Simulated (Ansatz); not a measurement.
## C2H6N2, SMILES C=C(N)N: energies of removing a hydrogen, step by step

Computed with Ansatz 0.2.0, Python API.

Typed at the interpreter:
```pycon
>>> import ansatz as az
>>> def energy(molecule, charge=0, unpaired=0):
...     calc = molecule.calculation().basis(gaussian="cc-pVTZ").functional("r2scan")
...     if charge:
...         calc = calc.charge(charge)
...     if unpaired:
...         calc = calc.spin("collinear", total=unpaired)
...     report = calc.run(threads=1).report
...     if report["published_state_doubts"]:
...         print("  doubts:", report["published_state_doubts"])
...     return report["free_energy_ev"]
...
>>> def without(molecule, index):
...     rest = az.Crystal.molecule()
...     for i, site in enumerate(molecule.cartesian_sites):
...         if i != index:
...             rest = rest.atom(site.symbol, site.position_ang)
...     return rest
...
>>> geometry = (
...     az.Crystal.molecule()
...     .atom("C", [-1.1732, 0.2587, -0.3801])
...     .atom("C", [0.0121, -0.015, 0.0032])
...     .atom("N", [0.6676, -1.0481, -0.5643])
...     .atom("N", [0.7276, 0.6986, 0.978])
...     .atom("H", [-1.7232, -0.256, -1.1947])
...     .atom("H", [-1.7697, 1.1404, 0.0555])
...     .atom("H", [1.297, -1.5057, 0.1595])
...     .atom("H", [0.1324, -1.7021, -1.0219])
...     .atom("H", [1.6512, 0.7639, 0.8181])
...     .atom("H", [0.2613, 1.6142, 1.1496])
... )
>>> whole = energy(geometry, 0)
>>> hydrogen = energy(az.Crystal.molecule().atom("H", (0, 0, 0)), 0, 1)
>>> print(f"E(molecule) = {whole:.5f} eV, E(H) = {hydrogen:.5f} eV")
E(molecule) = -5149.70614 eV, E(H) = -13.60373 eV
>>> for index in [5, 9]:
...     radical = energy(without(geometry, index), 0, 1)
...     print(f"H{index}: homolysis {23.060548 * (radical + hydrogen - whole):.1f} kcal/mol")
...     anion = energy(without(geometry, index), -1)
...     print(f"H{index}: loss of a proton {23.060548 * (anion - whole):.1f} kcal/mol")
...
H5: homolysis 115.0 kcal/mol
H5: loss of a proton 434.5 kcal/mol
H9: homolysis 102.4 kcal/mol
H9: loss of a proton 400.8 kcal/mol
```

Caveats:
- Total energies depend on the basis set; only differences at equal settings carry meaning.
- The geometry is a force-field or estimated start, not a minimum of this method, and the basis set is short of its limit. All parts are taken at fixed geometry, without zero-point energy.
- Anions want diffuse functions, which this basis lacks.
- Run time: 44 s on 1 thread of Arm Neoverse V2 (shared host), peak memory 0.34 GiB.
